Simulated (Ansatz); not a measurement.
# B2F4H4N2: small, medium and large basis sets

Aim: see how fast density functionals converge with the basis set for B2F4H4N2.

The runs use Ansatz 0.2.0, Gaussian basis; one geometry, several basis sets.

Plan: PBE0-D4/def2-SVP; ωB97M-V/def2-SVP; PBE0-D4/def2-QZVPP; ωB97M-V/def2-QZVPP; the functionals' def2-TZVPP values are taken from earlier runs.

### Step 1. The relaxed structure

The geometry comes from an earlier relaxation with PBE0-D4 in a triple-zeta def2 set; it is a stationary point, not always the lowest conformer.

SMILES `F[B-]1(F)[NH2+][B-](F)(F)[NH2+]1`, 12 atoms, charge 0, spin multiplicity 1.

Atoms are counted from 1 here; the program's logs count them from 0.

Bond lengths: F1–B2 1.362 Å, B2–F3 1.362 Å, B2–N4 1.599 Å, B2–N8 1.599 Å, N4–B5 1.599 Å, N4–H9 1.013 Å, N4–H10 1.013 Å, B5–F6 1.362 Å, B5–F7 1.362 Å, B5–N8 1.599 Å, N8–H11 1.013 Å, N8–H12 1.013 Å. Angles: F1–B2–F3 116.0°, F1–B2–N4 111.6°, F1–B2–N8 111.6°, F3–B2–N4 111.6°, F3–B2–N8 111.6°, N4–B2–N8 92.1°, B2–N4–B5 87.9°, B2–N4–H9 114.5°, B2–N4–H10 114.5°, B5–N4–H9 114.5°, B5–N4–H10 114.5°, H9–N4–H10 109.5°, N4–B5–F6 111.6°, N4–B5–F7 111.6°, N4–B5–N8 92.1°, F6–B5–F7 116.0°, F6–B5–N8 111.6°, F7–B5–N8 111.6° and more.

Geometry (Å):

```mol
B2F4H4N2
  3D, bonds by distance, orders not assigned

 12 12  0  0  0  0  0  0  0  0999 V2000
    0.7297   -0.6358    1.9454 F   0  0
    0.7509   -0.5882    0.5842 B   0  0
    1.7414   -1.3004   -0.0220 F   0  0
    0.6947    0.9169    0.0465 N   0  0
   -0.7375    0.5787   -0.5796 B   0  0
   -1.7295    1.2921    0.0226 F   0  0
   -0.7128    0.6236   -1.9409 F   0  0
   -0.6826   -0.9256   -0.0394 N   0  0
    0.6799    1.6227    0.7731 H   0  0
    1.4080    1.1471   -0.6351 H   0  0
   -1.3953   -1.1533    0.6438 H   0  0
   -0.6700   -1.6329   -0.7646 H   0  0
  1  2  8  0
  2  3  8  0
  2  4  8  0
  4  5  8  0
  5  6  8  0
  5  7  8  0
  5  8  8  0
  4  9  8  0
  4 10  8  0
  8 11  8  0
  8 12  8  0
  2  8  8  0
M  END
```

### Step 2. PBE0-D4 in def2-SVP

in.yaml

```yaml
crystal:
  periodic: [false, false, false]
  atoms:
    - {symbol: F, position_ang: [0.729739, -0.635767, 1.945419]}
    - {symbol: B, position_ang: [0.750946, -0.588213, 0.584158]}
    - {symbol: F, position_ang: [1.741433, -1.300384, -0.022029]}
    - {symbol: N, position_ang: [0.694722, 0.916948, 0.046462]}
    - {symbol: B, position_ang: [-0.737535, 0.578652, -0.579630]}
    - {symbol: F, position_ang: [-1.729504, 1.292103, 0.022638]}
    - {symbol: F, position_ang: [-0.712811, 0.623589, -1.940910]}
    - {symbol: N, position_ang: [-0.682630, -0.925645, -0.039377]}
    - {symbol: H, position_ang: [0.679871, 1.622722, 0.773115]}
    - {symbol: H, position_ang: [1.408048, 1.147126, -0.635106]}
    - {symbol: H, position_ang: [-1.395252, -1.153321, 0.643775]}
    - {symbol: H, position_ang: [-0.670029, -1.632910, -0.764615]}
basis:
  gaussian: {orbitals: def2-SVP}
hamiltonian: {xc: pbe0, dispersion: d4}
output: {orbitals: {seedname: orbitals}}
```

Started as:

```sh
$ ansatz run in.yaml --threads 4 --pin off --events-out ev --progress --plain --max-ram 11315MiB
```

After this run come: ωB97M-V in def2-SVP; PBE0-D4 in def2-QZVPP; ωB97M-V in def2-QZVPP.

Q: Predict the results of all the runs planned. Wanted: PBE0-D4: double and triple zeta above quadruple; ωB97M-V: double and triple zeta above quadruple.

The runs gave:

| quantity | value |
| --- | --- |
| PBE0-D4: double and triple zeta above quadruple | 18.84, 0.79 eV |
| ωB97M-V: double and triple zeta above quadruple | 19.11, 0.73 eV |

In words: For PBE0-D4 the step from double to triple zeta gains 18.05 eV and the next only 0.79 eV. These are total energies; as a rule much of such shifts cancels in differences, which this series doesn't test. The LUMO of ωB97M-V is positive and keeps falling with the basis (2.83 to 1.14 eV): an unbound level that the basis holds in place.
